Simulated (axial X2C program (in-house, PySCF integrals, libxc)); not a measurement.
**Linear SnCN at several levels**

An exercise on one series of results from a longer session: the logs are not shown, and one member is left open.

The runs use an in-house X2C program for linear molecules on PySCF integrals; all-electron X2C, two-component (2c) or spin-free, Sn dyall-v3z, C dyall-v3z, N dyall-av3z.

All values are calculated.

2 further runs of the same task are left out: 2 set aside as unsound or not needed.

Set-up of the first run:

File task.json:

```json
{
 "zs": [
  50,
  6,
  7
 ],
 "q": 0,
 "bas": [
  "dyall-v3z",
  "dyall-v3z",
  "dyall-av3z"
 ],
 "r0": [
  2.1,
  1.16
 ],
 "symm": 0,
 "scan": [
  "PBE0",
  "HF",
  "BHandHLYP"
 ],
 "levels": [
  "PBE0",
  "HF",
  "TPSSh"
 ],
 "nst": 2
}
```

Keys: zs atomic numbers; q charge; bas basis sets; r0 starting distance in Å; symm equal bonds; scan levels of the two-bond scan; levels methods; nst determinants followed.

Run with:

```console
python solin.py task.json out
```

Masses Sn 119.902, C 12.000, N 14.003 u.

Steps of the session up to this table: Scan at PBE0, 2c; Scan at HF, 2c; Scan at BHandHLYP, 2c.

One table of the session follows, with a row left open; its other results are not shown here.

```
               level  r(Sn–C) (Å)  r(C–N) (Å)  lower stretch (cm⁻¹)  upper stretch (cm⁻¹)
            PBE0, 2c        2.169       1.158                 373.8                2239.8
              HF, 2c        2.197       1.135                 368.2                2387.9
       BHandHLYP, 2c        2.178       1.145                 373.1                2324.5
     PBE0, spin-free            ?           ?                     ?                     ?
       HF, spin-free        2.193       1.135                 371.5                2387.7
BHandHLYP, spin-free        2.174       1.145                 376.0                2322.6
```

Estimate the missing values for PBE0, spin-free.

**Answer.** r(Sn–C) (Å): 2.165; r(C–N) (Å): 1.158; lower stretch (cm⁻¹): 376.7; upper stretch (cm⁻¹): 2237.1. In the column «r(Sn–C) (Å)» it is the lowest.

Scans not shown above were run alike.

The molecule was held linear; bending was not examined, so a bent shape may lie lower. Note: functional without a current term on a determinant with orbital currents, of the molecule or an atom.
